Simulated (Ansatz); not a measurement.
# LiGeN: the cost of one run

Computed with Ansatz 0.2.0 (DFT PBE, scalar-relativistic, plane waves, PAW, unless a step's input says otherwise).

1 further run of the same task is left out (it didn't finish).

**1. Starting point**

The structure is triclinic, space group P-1 (No. 2). Conventional cell: a = 3.259 Å, b = 3.395 Å, c = 4.549 Å, α = 88.87°, β = 82.45°, γ = 72.17°. Li (site symmetry -1) is surrounded by 2 N at 1.70 Å. Ge (site symmetry -1) has 2 N at 2.27 Å in its first shell of neighbours. N (site symmetry -1) has 2 Li at 1.70 Å and 2 Ge at 2.27 Å in its first shell of neighbours.

Coordinates:

```
Li Ge N
1.0
     3.25900    0.00000    0.00000
     1.03927    3.23190    0.00000
     0.59802   -0.09765    4.50854
Li Ge N
1 1 1
Direct
  0.50000 0.00000 0.00000
  0.50000 0.50000 0.50000
  0.50000 0.50000 0.00000
```

Recipe of the guess: random cell by space group and Wyckoff sites (P-1, No. 2). Its size is a rough estimate.

**2. A first look at the guess**

input.yaml reads:

```yaml
crystal:
  lattice:
    - [3.25899964, 0.0, 0.0]
    - [1.03926667, 3.23189645, 0.0]
    - [0.59802025, -0.09765138, 4.50854359]
  atoms:
    - { symbol: Li, position: [0.5, 0.0, 0.0] }
    - { symbol: Ge, position: [0.5, 0.5, 0.5] }
    - { symbol: "N", position: [0.5, 0.5, 0.0] }
basis:
  ecutwfc: 420
kpoints:
  mp_grid: { grid: [6, 6, 4] }
hamiltonian:
  xc: pbe
scf:
  occupations: { method: gaussian, width: 0.1 }
  lower_state_search: "off"
output:
  forces: true
  stress: true
  eigenvalues: true
```

Command:

```
ansatz run input.yaml --threads 1 --pin off --max-ram 2560MiB --backend cpu --events-out ev --progress --plain --runs-dir out
```

What time and memory should one allow on 1 thread of Arm Neoverse V1, shared host?

About 3.2 s, with a peak of 0.34 GiB.
